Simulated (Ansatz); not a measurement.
**CH₄S₂Si: one species, many methods**

How much do the methods differ for CH₄S₂Si? The plan is to run it at one geometry with functionals of several rungs and with coupled cluster, and see how far each lands from CCSD(T) at the basis-set limit for the atomisation energy.

The runs use Ansatz 0.2.0, Gaussian basis; functionals in def2-TZVPP, the program's frozen cores in correlated methods.

Plan: LDA (SPW92), PBE-D4, revPBE-D4, BLYP-D4, r2SCAN-D4, B97M-V, PBE0-D4, B3LYP-D4, r2SCANh-D4, r2SCAN0-D4, HSE06-D4, BHLYP-D4, CAM-B3LYP-D4, LC-ωPBE, ωB97X-V, ωB97M-V, B2PLYP, PBE-QIDH; CCSD(T)/def2-SVP; CCSD(T)/def2-TZVPP; MP2/def2-QZVPP; extrapolation to the limit; RPA on PBE.

**1. The geometry**

An earlier PBE0-D4 in a triple-zeta def2 set relaxation fixed the geometry.

SMILES `SC1[SiH2]S1`, 8 atoms, charge 0, spin multiplicity 1.

Atoms are counted from 1 here; the program's logs count them from 0.

Bond lengths: S1–C2 1.774 Å, S1–H5 1.346 Å, C2–Si3 1.849 Å, C2–S4 1.871 Å, C2–H6 1.086 Å, Si3–S4 2.082 Å, Si3–H7 1.477 Å, Si3–H8 1.478 Å. Angles: C2–S1–H5 98.0°, S1–C2–Si3 118.7°, S1–C2–S4 119.4°, S1–C2–H6 114.1°, Si3–C2–S4 68.1°, Si3–C2–H6 117.7°, S4–C2–H6 111.0°, C2–Si3–S4 56.5°, C2–Si3–H7 117.9°, C2–Si3–H8 119.0°, S4–Si3–H7 119.0°, S4–Si3–H8 119.2°, H7–Si3–H8 113.8°, C2–S4–Si3 55.5°.

**2. LDA**

This LDA is Slater exchange with PW92 correlation.

in.yaml reads:

```yaml
crystal:
  periodic: [false, false, false]
  atoms:
    - {symbol: S, position_ang: [0.168385, 1.757306, -0.822117]}
    - {symbol: C, position_ang: [-0.419261, 0.375539, 0.122779]}
    - {symbol: Si, position_ang: [0.711119, -1.063672, 0.387413]}
    - {symbol: S, position_ang: [-1.018551, -1.156660, -0.767332]}
    - {symbol: H, position_ang: [-1.013135, 2.155253, -1.328343]}
    - {symbol: H, position_ang: [-1.092176, 0.644599, 0.931439]}
    - {symbol: H, position_ang: [2.024050, -1.045294, -0.289592]}
    - {symbol: H, position_ang: [0.731469, -1.724270, 1.709854]}
basis:
  gaussian: {orbitals: def2-TZVPP}
hamiltonian: {xc: lda}
output: {orbitals: {seedname: orbitals}}
```

On the command line:

```sh
$ ansatz run in.yaml --threads 2 --pin off --events-out ev --progress --plain --max-ram 4352MiB
```

The runs that follow: PBE-D4 (GGA); revPBE-D4 (GGA); BLYP-D4 (GGA); r2SCAN-D4 (meta-GGA); B97M-V (meta-GGA); B3LYP-D4 (hybrid); r2SCANh-D4 (hybrid); r2SCAN0-D4 (hybrid); HSE06-D4 (hybrid); BHLYP-D4 (hybrid); CAM-B3LYP-D4 (range-separated); LC-ωPBE (range-separated); ωB97X-V (range-separated); ωB97M-V (range-separated); B2PLYP (double hybrid); PBE-QIDH (double hybrid); CCSD(T) in def2-SVP; CCSD(T) in def2-TZVPP; MP2 in def2-QZVPP; RPA on PBE orbitals.

Before running them: what should the planned runs give, taken together? Wanted: atomisation energy, CCSD(T)/CBS; farthest beyond LDA; mean size of error, GGA; mean size of error, meta-GGA; mean size of error, hybrid; mean size of error, range-separated; mean size of error, double hybrid; gap, smallest and largest; T1 diagnostic.

As calculated:

| quantity | value |
| --- | --- |
| atomisation energy, CCSD(T)/CBS | 26.696 eV |
| functionals within 0.133 eV (0.5 %) | revPBE-D4, PBE0-D4, r2SCANh-D4, HSE06-D4 |
| farthest beyond LDA | BHLYP-D4 (-0.940 eV) |
| mean size of error, GGA | 0.292 eV |
| mean size of error, meta-GGA | 0.273 eV |
| mean size of error, hybrid | 0.272 eV |
| mean size of error, range-separated | 0.259 eV |
| mean size of error, double hybrid | 0.338 eV |
| gap, smallest and largest | 4.22 eV (LDA (SPW92)), 11.14 eV (LC-ωPBE) |
| T1 diagnostic | 0.0129 |
| triples share of the correlation energy | 4.7 % |

What this shows: The LDA atomisation energy is off by 4.177 eV (16 %): it overbinds. PBE-D4 misses by +0.558 eV. Double hybrids carry the basis error of their MP2 part in triple zeta, and no dispersion term here, so their miss is partly the set-up's. Taken by rung, range-separated functionals do best (0.259 eV on average) and double hybrid ones worst beyond LDA (0.338 eV). The gap between the best rungs is small, so their order is not settled. Misses under about 0.133 eV are within the doubt on the reference itself, which lacks core-valence correlation, relativity and higher excitations. Hartree-Fock recovers 69 % of the binding; the rest is correlation. CCSD(T) in def2-SVP is off by -2.259 eV, worse than the median functional, from the basis alone. Orbital gaps span 4.2 to 11.1 eV; exact exchange widens them.
